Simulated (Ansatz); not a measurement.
# CdS: a single-point run

Wanted: a converged single-point run for CdS, and a check of what comes out. The structure is shown as the input types it.

Program: Ansatz 0.2.0. Level of theory: density functional or hybrid calculation with the settings of its input, plane waves. These are calculated values, not measurements.

5 further runs of the same task are left out: 5 that didn't finish.

## Step 1: The starting structure

Symmetry: F-43m, No. 216, cubic system. Conventional cell: a = 5.878 Å, b = 5.878 Å, c = 5.878 Å, α = 90.00°, β = 90.00°, γ = 90.00°. Cd (site symmetry -43m) is surrounded by 4 S at 2.55 Å. S (site symmetry -43m) has 4 Cd at 2.55 Å as nearest neighbours.

Coordinates:

```cif
data_structure
_symmetry_space_group_name_H-M 'P 1'
_symmetry_Int_Tables_number 1
_cell_length_a 4.1567
_cell_length_b 4.1567
_cell_length_c 4.1567
_cell_angle_alpha 60.000
_cell_angle_beta 60.000
_cell_angle_gamma 60.000
_cell_volume 50.78
loop_
_atom_site_label
_atom_site_type_symbol
_atom_site_fract_x
_atom_site_fract_y
_atom_site_fract_z
_atom_site_occupancy
Cd1 Cd 0.00000 0.00000 0.00000 1
S1 S 0.25000 0.25000 0.25000 1
```

## Step 2: Running it

input.yaml

```yaml
crystal:
  lattice:
    - [0.0, 2.9392148416, 2.9392148416]
    - [2.9392148416, 0.0, 2.9392148416]
    - [2.9392148416, 2.9392148416, 0.0]
  atoms:
    - { symbol: Cd, position: [0.0, 0.0, 0.0] }
    - { symbol: S, position: [0.25, 0.25, 0.25] }
kpoints:
  mp_grid: { grid: [6, 6, 6] }
hamiltonian:
  xc: r2scan
scf:
  occupations: { method: cold, width: 4 }
  n_extra_bands: 4
output:
  forces: true
  stress: true
  eigenvalues: true
```

Command:

```console
$ ansatz run input.yaml --threads 4 --pin off --max-ram 3686MiB --backend cpu --events-out ev --progress --plain --runs-dir out
```

Q: Will this input give a usable result? If not, why, and what should change?

This run ends as converged. That alone doesn't make the input a sound one.

In the input, scf.occupations.width is 4. The width is far wider than usual, so occupations near the Fermi level are blurred and the entropy term grows.

To check: set scf.occupations.width to 0.05.
